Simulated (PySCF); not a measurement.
# pentafluorochloroethane (C₂ClF₅): NMR shifts and electronic excitations in gas and solvents, part 2 of 2

PySCF 2.14.0. Atoms count from 0. The steps go on from the part before.

## Step 9: Ultraviolet spectrum: PBE0/aug-cc-pVTZ

Job settings and geometry (Å):

```
{"job": {"kind": "uv", "xc": "PBE0", "basis": "aug-cc-pVTZ", "ip": false, "dynamic": true}, "charge": 0, "multiplicity": 1}
F     -1.746933    -0.111485    -0.302743
C     -0.651842     0.024664     0.434538
F     -0.700225     1.190093     1.061411
F     -0.612677    -0.951543     1.328293
C      0.591355    -0.039648    -0.491662
F      0.501607     0.939163    -1.388386
F      0.581482    -1.204556    -1.134660
Cl     2.072705     0.124374     0.431964
```

With the program's defaults for keys left out, this is: TDDFT PBE0/aug-cc-pVTZ, vertical, gas phase, core orbitals frozen in the response.

The log of the run:

```text
coarse grid: 9232 points
cycle   1  E = -1034.9359141466  dE =  1.543e+00  |g| = 1.173e+00  |ddm| = 4.876e+00
cycle   2  E = -1034.5473081273  dE =  3.886e-01  |g| = 2.009e+00  |ddm| = 3.176e+00
cycle   3  E = -1035.1640263373  dE = -6.167e-01  |g| = 5.691e-02  |ddm| = 2.005e+00
cycle   4  E = -1035.1642995161  dE = -2.732e-04  |g| = 4.269e-02  |ddm| = 1.142e-01
cycle   5  E = -1035.1646407701  dE = -3.413e-04  |g| = 1.040e-02  |ddm| = 5.644e-02
cycle   6  E = -1035.1646564995  dE = -1.573e-05  |g| = 1.828e-03  |ddm| = 1.151e-02
cycle   7  E = -1035.1646569861  dE = -4.866e-07  |g| = 5.709e-04  |ddm| = 2.649e-03
final grid: 92184 points
cycle   8  E = -1035.1749808990  dE = -8.854e-05  |g| = 5.861e-03  |ddm| = 1.775e-01
cycle   9  E = -1035.1749750950  dE =  5.804e-06  |g| = 8.641e-03  |ddm| = 1.614e-02
cycle  10  E = -1035.1749863178  dE = -1.122e-05  |g| = 4.555e-04  |ddm| = 8.510e-03
cycle  11  E = -1035.1749863460  dE = -2.823e-08  |g| = 2.006e-04  |ddm| = 7.763e-04
cycle  12  E = -1035.1749863531  dE = -7.019e-09  |g| = 6.949e-05  |ddm| = 2.944e-04
cycle  13  E = -1035.1749863539  dE = -8.399e-10  |g| = 1.132e-05  |ddm| = 9.139e-05
converged SCF energy = -1035.1749863539

Static polarisability (au): isotropic 44.405, principal 40.751 41.386 51.078

Singlet excitations
state   eV       nm        f      main configurations
  1   7.9855    155.3   0.00594   H->L 0.96
  2   7.9987    155.0   0.00030   H-1->L 0.97
  3   9.3579    132.5   0.05487   H->L+1 0.80, H-2->L 0.12
  4   9.3695    132.3   0.05384   H-1->L+1 0.91
  5   9.4564    131.1   0.08908   H-2->L 0.73, H->L+1 0.12
  6   9.8840    125.4   0.00316   H->L+3 0.81, H->L+5 0.14
  7  10.0421    123.5   0.01827   H-1->L+3 0.49, H->L+4 0.29
  8  10.1044    122.7   0.06108   H->L+2 0.69, H-1->L+3 0.09
  9  10.1296    122.4   0.00760   H-1->L+4 0.42, H-1->L+2 0.42
 10  10.1905    121.7   0.00066   H-1->L+4 0.48, H-1->L+2 0.48

Triplet excitations (Tamm-Dancoff, eV): 7.0669 7.0795 8.4163 9.2027
```

Wall time 95 s (1 thread of Arm Neoverse V1, shared host); peak memory 1.3 GiB.

The orbitals next to the gap, with their largest atomic shares:

```csv
orbital,eV,atoms
HOMO−3,-12.63,"F2 30 %, F3 30 %, F0 28 %"
HOMO−2,-11.18,"C4 18 %, Cl7 18 %, F6 16 %"
HOMO−1,-10.18,"Cl7 76 %, C4 15 %"
HOMO,-10.16,"Cl7 73 %, C4 15 %, C1 4 %"
LUMO,-0.33,"Cl7 62 %, C4 23 %, C1 5 %"
LUMO+1,0.34,"C4 30 %, C1 28 %, Cl7 15 %"
LUMO+2,0.87,"C1 40 %, C4 31 %, Cl7 14 %"
```

With each of the 10 states as a Gaussian band of 0.4 eV half-width at 1/e, the curve within the window shown has maxima at 155 nm (ε 250), 131 nm (ε 8,100) L/(mol cm). Beyond the last state computed it falls off for lack of states. The curve at chosen wavelengths:

```csv
nm,ε (L/mol/cm)
118,1355
120,2695
122,3830
124,4425
126,5083
128,6394
130,7785
132,8045
134,6735
136,4558
138,2526
140,1165
142,460
143,280
145,119
147,99
149,136
151,191
153,235
155,253
157,238
159,198
161,147
163,98
165,60
167,33
```

Ground-state properties from the same run:

| property | computed | measured |
| --- | --- | --- |
| dipole moment (D) | 0.46 | 0.52 |
| polarisability (Å³) | 6.58 | – |
| HOMO–LUMO gap (eV) | 9.83 | – |
| −ε(HOMO) (eV) | 10.16 | – |
| C6 with itself (au) | 1105 | – |

Measured: gas; NIST CCCBDB Release 22 (SRD 101), experimental dipoles.

## Step 10: TDDFT and polarisability: CAM-B3LYP/aug-cc-pVTZ

Same as in step 9 but for these lines:

```diff
@@ -1,2 +1,2 @@
-{"job": {"kind": "uv", "xc": "PBE0", "basis": "aug-cc-pVTZ", "ip": false, "dynamic": true}, "charge": 0, "multiplicity": 1}
+{"job": {"kind": "uv", "xc": "CAM-B3LYP", "basis": "aug-cc-pVTZ", "ip": false, "dynamic": false}, "charge": 0, "multiplicity": 1}
 F     -1.746933    -0.111485    -0.302743
```

Method: TDDFT CAM-B3LYP/aug-cc-pVTZ, vertical, gas phase, core orbitals frozen in the response.

The log of the run:

```text
coarse grid: 9232 points
cycle   1  E = -1035.4522803192  dE =  1.656e+00  |g| = 1.316e+00  |ddm| = 4.945e+00
cycle   2  E = -1035.1901817574  dE =  2.621e-01  |g| = 1.948e+00  |ddm| = 3.315e+00
cycle   3  E = -1035.7523745485  dE = -5.622e-01  |g| = 6.196e-02  |ddm| = 1.940e+00
cycle   4  E = -1035.7529437480  dE = -5.692e-04  |g| = 3.604e-02  |ddm| = 1.069e-01
cycle   5  E = -1035.7531326311  dE = -1.889e-04  |g| = 1.058e-02  |ddm| = 4.696e-02
cycle   6  E = -1035.7531497464  dE = -1.712e-05  |g| = 2.830e-03  |ddm| = 1.273e-02
cycle   7  E = -1035.7531513014  dE = -1.555e-06  |g| = 7.117e-04  |ddm| = 4.412e-03
final grid: 92184 points
cycle   8  E = -1035.7530089251  dE = -6.709e-05  |g| = 6.453e-03  |ddm| = 1.452e-01
cycle   9  E = -1035.7530068849  dE =  2.040e-06  |g| = 7.456e-03  |ddm| = 1.545e-02
cycle  10  E = -1035.7530137274  dE = -6.842e-06  |g| = 5.651e-04  |ddm| = 7.054e-03
cycle  11  E = -1035.7530137785  dE = -5.120e-08  |g| = 1.824e-04  |ddm| = 8.162e-04
cycle  12  E = -1035.7530137844  dE = -5.866e-09  |g| = 4.973e-05  |ddm| = 2.480e-04
cycle  13  E = -1035.7530137848  dE = -3.756e-10  |g| = 7.613e-06  |ddm| = 5.775e-05
converged SCF energy = -1035.7530137848

Static polarisability (au): isotropic 44.377, principal 40.820 41.416 50.895

Singlet excitations
state   eV       nm        f      main configurations
  1   7.9085    156.8   0.00334   H->L 0.65, H->L+1 0.16, H->L+3 0.11
  2   7.9132    156.7   0.00024   H-1->L 0.65, H-1->L+1 0.17, H-1->L+3 0.11
  3   9.4574    131.1   0.06277   H-1->L+1 0.45, H-1->L 0.30, H-1->L+3 0.12
  4   9.4746    130.9   0.06736   H->L+1 0.45, H->L 0.30, H->L+3 0.12
  5   9.7496    127.2   0.10647   H-2->L 0.49, H-2->L+1 0.22
  6  10.2116    121.4   0.00317   H->L+4 0.49, H->L+10 0.24, H->L+8 0.23
  7  10.4005    119.2   0.02310   H-1->L+4 0.27, H->L+3 0.19, H-1->L+8 0.14
  8  10.4554    118.6   0.04686   H->L+2 0.43, H->L+6 0.14, H->L+1 0.12
  9  10.4806    118.3   0.00001   H-1->L+2 0.56, H-1->L+6 0.28
 10  10.5164    117.9   0.00301   H-1->L+3 0.55, H-1->L+1 0.14, H-1->L+2 0.08

Triplet excitations (Tamm-Dancoff, eV): 7.0250 7.0460 8.6108 9.3071
```

Run time: 1.7 min. Hardware: 1 thread of Arm Neoverse V1, shared host; peak memory 1.6 GiB.

In short: HOMO -11.64 eV, LUMO 0.55 eV; lowest singlet 7.91 eV.

## Step 11: Excited states and response: wB97X-D/aug-cc-pVTZ

Same as in step 10 but for these lines:

```diff
@@ -1,2 +1,2 @@
-{"job": {"kind": "uv", "xc": "CAM-B3LYP", "basis": "aug-cc-pVTZ", "ip": false, "dynamic": false}, "charge": 0, "multiplicity": 1}
+{"job": {"kind": "uv", "xc": "wB97X-D", "basis": "aug-cc-pVTZ", "ip": true, "dynamic": false}, "charge": 0, "multiplicity": 1}
 F     -1.746933    -0.111485    -0.302743
```

With the program's defaults for keys left out, this is: TDDFT wB97X-D/aug-cc-pVTZ, vertical, gas phase, core orbitals frozen in the response.

The log of the run:

```text
coarse grid: 9232 points
cycle   1  E = -1035.3785006510  dE =  1.673e+00  |g| = 1.330e+00  |ddm| = 4.815e+00
cycle   2  E = -1035.2145503678  dE =  1.640e-01  |g| = 1.793e+00  |ddm| = 3.158e+00
cycle   3  E = -1035.6911297408  dE = -4.766e-01  |g| = 6.280e-02  |ddm| = 1.760e+00
cycle   4  E = -1035.6918012898  dE = -6.715e-04  |g| = 3.235e-02  |ddm| = 1.196e-01
cycle   5  E = -1035.6919665837  dE = -1.653e-04  |g| = 1.010e-02  |ddm| = 4.798e-02
cycle   6  E = -1035.6919841074  dE = -1.752e-05  |g| = 2.860e-03  |ddm| = 1.352e-02
cycle   7  E = -1035.6919861245  dE = -2.017e-06  |g| = 7.446e-04  |ddm| = 5.258e-03
final grid: 92184 points
cycle   8  E = -1035.7110104255  dE = -1.801e-04  |g| = 1.294e-02  |ddm| = 1.704e-01
cycle   9  E = -1035.7110073316  dE =  3.094e-06  |g| = 1.351e-02  |ddm| = 2.837e-02
cycle  10  E = -1035.7110293521  dE = -2.202e-05  |g| = 1.105e-03  |ddm| = 1.324e-02
cycle  11  E = -1035.7110295613  dE = -2.093e-07  |g| = 3.093e-04  |ddm| = 1.624e-03
cycle  12  E = -1035.7110295795  dE = -1.813e-08  |g| = 8.531e-05  |ddm| = 5.245e-04
cycle  13  E = -1035.7110295808  dE = -1.339e-09  |g| = 1.790e-05  |ddm| = 1.257e-04
cycle  14  E = -1035.7110295809  dE = -9.413e-11  |g| = 8.158e-06  |ddm| = 4.956e-05
converged SCF energy = -1035.7110295809

Static polarisability (au): isotropic 44.458, principal 40.923 41.520 50.931

Singlet excitations
state   eV       nm        f      main configurations
  1   8.0071    154.8   0.00406   H->L 0.68, H->L+3 0.12, H->L+1 0.12
  2   8.0181    154.6   0.00024   H-1->L 0.68, H-1->L+3 0.13, H-1->L+1 0.12
  3   9.5951    129.2   0.06654   H-1->L+1 0.40, H-1->L 0.26, H-1->L+3 0.15
  4   9.6033    129.1   0.07538   H->L+1 0.38, H->L 0.26, H->L+3 0.14
  5   9.7550    127.1   0.11299   H-2->L 0.54, H-2->L+1 0.15
  6  10.3116    120.2   0.00320   H->L+4 0.33, H->L+8 0.32, H->L+10 0.30
  7  10.5121    117.9   0.03675   H-1->L+8 0.29, H-1->L+4 0.21, H-1->L+10 0.18
  8  10.5979    117.0   0.02876   H->L+2 0.49, H->L+7 0.25
  9  10.6051    116.9   0.00038   H-1->L+2 0.51, H-1->L+7 0.28
 10  10.7124    115.7   0.00139   H-1->L+3 0.38, H-1->L+1 0.15, H-1->L+11 0.13

Triplet excitations (Tamm-Dancoff, eV): 7.1903 7.2022 8.6784 9.5045
Vertical ionisation energy (delta-SCF) = 12.7782 eV
```

Run time: 5.7 min. Hardware: 1 thread of Arm Neoverse V1, shared host; peak memory 1.7 GiB.

Key values: HOMO -12.06 eV, LUMO 1.36 eV; lowest singlet 8.01 eV.

## Step 12: Comparing the runs: NMR shifts

Shifts (ppm), means over like atoms, with basis size and wall time:

```
                           run     C4     C1     F5      F0  Cl7  functions  time
                 PBE0/pcSseg-2  135.1  129.9  -82.3   -96.3  306        295  37 s
                  KT3/pcSseg-2  134.1  128.1  -93.8  -114.2  299        295  48 s
              wB97X-D/pcSseg-2  135.2  130.3  -76.6   -88.9  308        295  48 s
                B97-2/pcSseg-2  134.0  128.6  -82.1   -96.4  300        295  36 s
   WP04/pcSseg-2 in chloroform  142.7  135.0  -75.2   -87.5  353        295  35 s
wB97X-D/pcSseg-2 in chloroform  136.0  131.1  -75.4   -87.2  327        295  48 s
```

## Step 13: Run by run: electronic excitations

Excitations and ground-state properties, with basis size and wall time:

| run | lowest singlet (eV) | brightest (eV) | f | gap (eV) | α (Å³) | μ (D) | functions | time |
| --- | --- | --- | --- | --- | --- | --- | --- | --- |
| PBE0/aug-cc-pVTZ | 7.99 | 9.46 | 0.089 | 9.83 | 6.58 | 0.46 | 372 | 95 s |
| CAM-B3LYP/aug-cc-pVTZ | 7.91 | 9.75 | 0.106 | 12.19 | 6.58 | 0.54 | 372 | 1.7 min |
| wB97X-D/aug-cc-pVTZ | 8.01 | 9.76 | 0.113 | 13.42 | 6.59 | 0.45 | 372 | 5.7 min |

Measured dipole: 0.52 D (gas; NIST CCCBDB Release 22 (SRD 101), experimental dipoles).

## Step 14: Results

What follows sums up all 2 parts.

```
                                                                 quantity                        value
                                                              point group                           Cs
                                     rotational constants (main isotopes)         2.36, 1.53, 1.38 GHz
                                   ¹³C shifts against TMS (PBE0/pcSseg-2)             135.1, 129.9 ppm
¹⁹F shifts against CFCl3 (PBE0/pcSseg-2, means over atoms taken as alike)             -82.3, -96.3 ppm
                                  ³⁵Cl shifts against HCl (PBE0/pcSseg-2)                      306 ppm
                                        lowest singlet (PBE0/aug-cc-pVTZ)  7.99 eV (155 nm), f = 0.006
                                 brightest single state of those computed  state 5, 9.46 eV, f = 0.089
                                                           lowest triplet                      7.07 eV
                        range of the shift of Cl7 (wB97X-D/pcSseg-2 runs)               308 to 327 ppm
                                              range of the lowest singlet              7.91 to 8.01 eV
```

Over 6 steps the energy fell by 0.034 eV; of the close pairs, C4–Cl7 changed most, 1.792 to 1.753 Å. No frequency check was run at this level, so the end point may be a saddle. At PBE0/pcSseg-2: The widest tensor belongs to Cl7: span 663 ppm, with a paramagnetic part of -506 ppm. The lowest singlet, at 7.99 eV, is HOMO→LUMO 0.96 and is weak; of the 10 states computed, the strongest absorption comes from states 3 to 4 together at 9.36 eV. The lowest triplet lies 0.92 eV below the lowest singlet (triplets in Tamm-Dancoff, singlets in full TDDFT). The dipole moment, 0.46 D, compares with 0.52 D measured (one conformer here). At one level, wB97X-D/pcSseg-2: In ppm, Cl7 moves most: its shift spreads over 19 ppm, from 308 (wB97X-D/pcSseg-2) to 327 (wB97X-D/pcSseg-2 in chloroform). Most of that comes from the computed reference, not from the atom's own shielding. The lowest singlet runs from 7.91 eV (CAM-B3LYP/aug-cc-pVTZ) to 8.01 eV (wB97X-D/aug-cc-pVTZ), while the orbital gap spans 9.83 to 13.42 eV: the excitation energy moves far less from run to run than the orbital gap does. The lowest state need not be the same one in every run. For the measured dipole, CAM-B3LYP/aug-cc-pVTZ misses least (0.02 D, 1.7 min) and wB97X-D/aug-cc-pVTZ most (0.07 D, 5.7 min); the quickest, PBE0/aug-cc-pVTZ, misses by 0.06 D in 95 s. One molecule ranks no method: errors cancel, and vibration and temperature are missing from all runs.
